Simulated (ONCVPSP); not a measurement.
# Pseudopotential generation for Rb: ONCV, LDA (Perdew-Zunger)

Do these settings give a usable potential? It is generated, then checked for transferability, scattering, ghosts and hardness.

The numbers are computed with ONCVPSP 4.0.1 (LDA (Perdew-Zunger), fully relativistic, spin-unpolarised reference atom).

## Step 1: Settings

The settings as typed:

| Item | Value |
| --- | --- |
| element | rubidium (Rb, Z = 37) |
| type | optimised norm-conserving Vanderbilt (ONCV) |
| frozen core | [Ar] 3d10 |
| valence charge | 9 |
| reference configuration | 4s2 4p6 5s0.75 (charge +0.25) |
| partial waves | 4s+5s: rc 2.75 bohr, ncon 4, nbas 7, qcut 5.5 1/bohr, 2 projectors; 4p: rc 2.25 bohr, ncon 3, nbas 6, qcut 7.1 1/bohr, 1 projector; d scattering state at 0.36 Ha: rc 2.25 bohr, ncon 4, nbas 8, qcut 4.6 1/bohr, local |
| local potential | the d channel |
| core correction | polynomial model core, fcfact 0.3 |

The nodes and maxima of the atom's own shells, from an earlier all-electron run, set the scale for the radii.

All-electron outer shells of the reference configuration (LDA (Perdew-Zunger), scalar-relativistic, ld1.x):

```
shell  level (eV)  outermost node (bohr)  outermost maximum (bohr)
   4s      -33.28                   0.62                      1.25
   4p      -17.33                   0.64                      1.42
   5s       -3.31                   1.78                      4.11
   5p       -1.54                   2.19                      5.69
   4d       -0.83                   0.70                      4.38
```

## Step 2: Generating the potential

The input, Rb.dat:

```
# ATOM AND REFERENCE CONFIGURATION
# atsym  z   nc   nv     iexc    psfile
  Rb 37.00    6    3        3      upf
#
#   n    l    f
    1    0    2.00
    2    0    2.00
    2    1    6.00
    3    0    2.00
    3    1    6.00
    3    2   10.00
    4    0    2.00
    4    1    6.00
    5    0    0.75
#
# PSEUDOPOTENTIAL AND OPTIMIZATION
# lmax
    2
#
#   l,   rc,      ep,       ncon, nbas, qcut
    0    2.75    0.00    4    7    5.50
    1    2.25    0.00    3    6    7.10
    2    2.25    0.36    4    8    4.60
#
# LOCAL POTENTIAL
# lloc, lpopt,  rc(5),   dvloc0
    2    5    2.25    0.00
#
# VANDERBILT-KLEINMAN-BYLANDER PROJECTORs
# l, nproj, debl
    0    2    3.10
    1    1    1.60
    2    0    2.60
#
# MODEL CORE CHARGE
# icmod, fcfact, rcfact
    1    0.30    0.00
#
# LOG DERIVATIVE ANALYSIS
# epsh1, epsh2, depsh
   -3.00    5.00    0.02
#
# OUTPUT GRID
# rlmax, drl
    6.00    0.01
#
# TEST CONFIGURATIONS
# ncnf
    4
# nvcnf
#   n    l    f
    3
    4    0    2.00
    4    1    6.00
    5    0    1.00
#
    3
    4    0    2.00
    4    1    6.00
    5    0    0.00
#
    3
    4    0    2.00
    4    1    6.00
    5    0    0.50
#
    4
    4    0    2.00
    4    1    6.00
    5    0    0.00
    5    1    1.00
#
```

The run is started by

```bash
$ oncvpspr.x < Rb.dat > Rb.out
```

What does the calculation give? Wanted: cutoffs for 1 and 0.1 mHa per electron, occupied waves; bound ghosts; GHOST(+) flags; largest test error; largest phase difference near zero energy, channels read; rms error of d²Exc/dn², without and with the model core.

**Answer**, as computed:

| quantity | value |
| --- | --- |
| cutoffs for 1 and 0.1 mHa per electron, occupied waves | 7.7 Ha and 15 Ha |
| bound ghosts | none found |
| GHOST(+) flags | none at low energy |
| largest test error (AE − PS) | -3.6 meV, for 4s2 4p6 5s0 5p1 |
| largest phase difference near zero energy, channels read | 0.013 rad |
| rms error of d²Exc/dn², without and with the model core | 7.93 and 2.68 mHa |

By total energies transferability is very good: the largest error is 3.6 meV on 0.9 eV, for 4s2 4p6 5s0 5p1. By its cutoff, 7.7 Ha for the looser tolerance, it is soft on the atom at that tolerance. At the looser tolerance the 4p wave is the slowest; 4s needs 6 Ha. No bound ghost shows below the valence levels. Near zero energy the phases of the channels with partial waves agree within 0.013 rad. All of this concerns the isolated atom, not yet a solid.
